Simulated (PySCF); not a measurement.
# B2H8Tl (Tl(BH4)2+): the cost of one run

Program: PySCF 2.14.0. Level of theory: r2SCAN, Tl def2-SVP with ECP60, B def2-SVP, H def2-SVP; scalar-relativistic core potentials, no spin–orbit coupling. These are calculated values, not measurements.

3 further runs of the same task are left out: 2 for a known fault of the program, 1 that didn't finish.

## 1. Starting geometry

11 atoms, charge 1, spin multiplicity 1.

Bond lengths: Tl1–B2 2.260 Å, Tl1–H4 2.189 Å, Tl1–H5 2.189 Å, Tl1–H6 2.189 Å, Tl1–B7 2.260 Å, Tl1–H9 2.189 Å, Tl1–H10 2.189 Å, Tl1–H11 2.189 Å, B2–H3 1.200 Å, B2–H4 1.250 Å, B2–H5 1.250 Å, B2–H6 1.250 Å, B7–H8 1.200 Å, B7–H9 1.250 Å, B7–H10 1.250 Å, B7–H11 1.250 Å. Angles: B2–Tl1–H4 32.6°, B2–Tl1–H5 32.6°, B2–Tl1–H6 32.6°, B2–Tl1–B7 180.0°, B2–Tl1–H9 147.4°, B2–Tl1–H10 147.4°, B2–Tl1–H11 147.4°, H4–Tl1–H5 55.6°, H4–Tl1–H6 55.6°, H4–Tl1–B7 147.4°, H4–Tl1–H9 124.4°, H4–Tl1–H10 180.0°, H4–Tl1–H11 124.4°, H5–Tl1–H6 55.6°, H5–Tl1–B7 147.4°, H5–Tl1–H9 180.0°, H5–Tl1–H10 124.4°, H5–Tl1–H11 124.4° and more.

Coordinates:

| atom | x (Å) | y (Å) | z (Å) |
| --- | --- | --- | --- |
| Tl1 | 0.0000 | 0.0000 | 0.0000 |
| B2 | 0.0000 | 0.0000 | 2.2599 |
| H3 | 0.0000 | 0.0000 | 3.4599 |
| H4 | 1.0208 | 0.5894 | 1.8440 |
| H5 | -1.0208 | 0.5894 | 1.8440 |
| H6 | 0.0000 | -1.1788 | 1.8440 |
| B7 | 0.0000 | 0.0000 | -2.2599 |
| H8 | 0.0000 | 0.0000 | -3.4599 |
| H9 | 1.0208 | -0.5894 | -1.8440 |
| H10 | -1.0208 | -0.5894 | -1.8440 |
| H11 | 0.0000 | 1.1788 | -1.8440 |

Formal oxidation states: Tl +3.

## 2. SCF at the start, singlet

File run.py (the lines that set the calculation):

```python
mol = gto.M(atom='''
Tl     0.00000     0.00000     0.00000
B      0.00000     0.00000     2.25990
H      0.00000     0.00000     3.45990
H      1.02080     0.58940     1.84400
H     -1.02080     0.58940     1.84400
H      0.00000    -1.17880     1.84400
B      0.00000     0.00000    -2.25990
H      0.00000     0.00000    -3.45990
H      1.02080    -0.58940    -1.84400
H     -1.02080    -0.58940    -1.84400
H      0.00000     1.17880    -1.84400''',
    basis={'Tl': 'def2-SVP', 'B': 'def2-SVP', 'H': 'def2-SVP'},
    ecp={'Tl': 'def2-SVP'},
    charge=1, spin=0)
mf = dft.RKS(mol, xc='R2SCAN')
mf.grids.atom_grid = (50, 194)
mf = mf.density_fit()  # fitting sets: Tl def2-universal-JKFIT, B def2-universal-JKFIT, H def2-universal-JKFIT
mf.conv_tol = 1e-08; mf.max_cycle = 55
mf.kernel(dm0)  # dm0: free metal ions and neutral atoms
```

Started as:

```
$ OMP_NUM_THREADS=2 python run.py
```

What time and memory should one allow on 2 threads of Arm Neoverse V2, shared host?

About 4.1 s, with a peak of 0.64 GiB.
